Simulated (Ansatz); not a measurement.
A first try at an atomisation energy of C2H8AlIn, SMILES [CH3][In]([CH3])[AlH2], using Ansatz 0.2.0, Python API.

Input file `c2h8alin.xyz`:
```text
12

C    -0.44080    1.55410   -0.77040
In    0.01100    0.11980   -0.03880
C     1.01850   -0.68260    1.03210
Al   -1.47950   -1.24560   -0.52910
H    -1.17540    2.16710   -1.45260
H    -0.41590    2.11190    0.20550
H     0.54240    1.55900   -1.24660
H     1.36290   -1.60420    1.56630
H     0.93100    0.15080    1.82710
H     1.85520   -0.41460    0.35110
H    -0.46100   -1.51220   -1.63120
H    -1.67150   -2.25860    0.72060
```

The script, `tae.py`:
```python
# -*- coding: utf-8 -*-
"""Atomisation energy of C2H8AlIn at the given geometry."""

from collections import Counter

import ansatz as az

CUTOFF = "def2-SVP"
FUNCTIONAL = "b3lyp"
DISPERSION = "d3bj"


def single_point(molecule, charge=0, unpaired=0):
    calc = molecule.calculation().basis(CUTOFF).functional(FUNCTIONAL, dispersion=DISPERSION)
    if charge:
        calc = calc.charge(charge)
    if unpaired:
        calc = calc.spin("collinear", total=unpaired)
    report = calc.run(threads=1).report
    if report["published_state_doubts"]:
        print("  doubts:", report["published_state_doubts"])
    return report["free_energy_ev"]

molecule = az.Crystal.molecule_from_extxyz("c2h8alin.xyz")

# unpaired electrons of the ground-state atoms
unpaired = {"C": 2, "In": 1, "Al": 1, "H": 1}
counts = Counter(site.symbol for site in molecule.cartesian_sites)
atom_energy = {s: single_point(az.Crystal.molecule().atom(s, (0, 0, 0)), 0, unpaired[s]) for s in counts}
whole = single_point(molecule, 0, 0)
for s, e in atom_energy.items():
    print(f"{s:2s} x{counts[s]}  {e:14.5f} eV")
print(f"C2H8AlIn: {whole:.5f} eV")
split = sum(counts[s] * e for s, e in atom_energy.items()) - whole
print(f"atomisation energy (no zero-point term): {23.060548 * split:.1f} kcal/mol, {split / sum(counts.values()):.3f} eV an atom")
```

`python tae.py` gives:
```text
Traceback (most recent call last):
  File "tae.py", line 29, in <module>
    atom_energy = {s: single_point(az.Crystal.molecule().atom(s, (0, 0, 0)), 0, unpaired[s]) for s in counts}
                      ~~~~~~~~~~~~^^^^^^^^^^^^^^^^^^^^^^^^^^^^^^^^^^^^^^^^^^^^^^^^^^^^^^^^^^
  File "tae.py", line 14, in single_point
    calc = molecule.calculation().basis(CUTOFF).functional(FUNCTIONAL, dispersion=DISPERSION)
           ~~~~~~~~~~~~~~~~~~~~~~~~~~~~^^^^^^^^
  ...
ansatz.errors.InputError: .basis: cutoff (an energy: a number in eV, or e.g. 30 * az.Ry) is a number, got 'def2-SVP'
```
(Library frames cut from the traceback.)

Find the fault and give the corrected script.

The fault: the basis name must go under gaussian=. The correction:

```diff
--- before
+++ after
@@ -7,3 +7,3 @@
 
-CUTOFF = "def2-SVP"
+BASIS_SET = "def2-SVP"
 FUNCTIONAL = "b3lyp"
@@ -13,3 +13,3 @@
 def single_point(molecule, charge=0, unpaired=0):
-    calc = molecule.calculation().basis(CUTOFF).functional(FUNCTIONAL, dispersion=DISPERSION)
+    calc = molecule.calculation().basis(gaussian=BASIS_SET).functional(FUNCTIONAL, dispersion=DISPERSION)
     if charge:
```

With that change:

Output of `python tae.py`:
```text
C  x2     -1028.97301 eV
In x1     -5175.10710 eV
Al x1     -6593.36168 eV
H  x8       -13.63995 eV
C2H8AlIn: -13960.79228 eV
atomisation energy (no zero-point term): 582.5 kcal/mol, 2.105 eV an atom
```

What to keep in mind:
- Total energies depend on the basis set; only differences at equal settings carry meaning.
- The geometry is a force-field or estimated start, not a minimum of this method, and the basis set is short of its limit. All parts are taken at fixed geometry, without zero-point energy.
- def2 sets replace the cores of elements past krypton by effective core potentials.
- b3lyp holds the VWN-RPA fit, as in Gaussian; the form of ORCA and Turbomole is b3lyp5.
- The spin-orbit lowering of heavy atoms is left out.
- Wall time of the script: 6.4 s on 1 thread of Arm Neoverse V2, with other jobs on the host, peak memory 0.29 GiB.

(A comment or docstring line of the script was reworded after the run, the code is as it ran; lines on the test bed's own set-up are left out of the output.)
